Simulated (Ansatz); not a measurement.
**ScIr: a single-point run**

Wanted: a converged single-point run for ScIr, and a check of what comes out. The structure is shown as the input types it.

Method: DFT, PBEsol, PAW with Ansatz's default frozen-core files, fully relativistic files with spin-orbit coupling; levels and slopes on a fine mesh, in Ansatz 0.2.0.

## 1. The system as given

It takes space group Pm-3m (No. 221, cubic). Conventional cell: a = 3.189 Å, b = 3.189 Å, c = 3.189 Å, α = 90.00°, β = 90.00°, γ = 90.00°. Sc (site symmetry m-3m) has 8 Ir at 2.76 Å as nearest neighbours. Ir (site symmetry m-3m) has 8 Sc at 2.76 Å as nearest neighbours.

The input asks for a charge of +0.5 e on the cell.

As a file:

```xyz
2
Lattice="3.1889 0.0000 0.0000 0.0000 3.1889 0.0000 0.0000 0.0000 3.1889" Properties=species:S:1:pos:R:3 pbc="T T T"
Sc    1.5945    1.5945    1.5945
Ir    0.0000    0.0000    0.0000
```

## 2. The run

The input, input.yaml:

```yaml
crystal:
  lattice:
    - [3.18893797509, 0.0, 0.0]
    - [0.0, 3.18893797509, 0.0]
    - [0.0, 0.0, 3.18893797509]
  atoms:
    - { symbol: Sc, position: [0.5, 0.5, 0.5] }
    - { symbol: Ir, position: [0.0, 0.0, 0.0] }
kpoints:
  mp_grid: { grid: [12, 12, 12] }
scf:
  occupations: { method: fermi_dirac, width: 0.05 }
  max_iter: 80
hamiltonian:
  xc: pbesol
  pseudopotentials: { kind: paw_fr }
magnetization:
  noncollinear: true
  spin_orbit: true
output:
  forces: true
  stress: true
  eigenvalues: true
  eigenstates:
    nscf_kmesh: { grid: [14, 14, 14] }
    de_dk: true
    e_range: [-14, 14]
checkpoint:
  write: ck
  write_wavefunctions: false
total_charge: 0.5
```

Command:

```
$ ansatz run input.yaml --threads 1 --pin off --max-ram 3072MiB --backend cpu --events-out ev --progress --plain --runs-dir out
```

**Question.** How will this run end, and is anything wrong with its input?

The run converged and reported no error. Convergence says nothing about whether the input makes sense.

In the input, total_charge is 0.5. The typed charge changes the electron count, so this is no longer the system that was meant.

To check: delete total_charge (the default then holds).
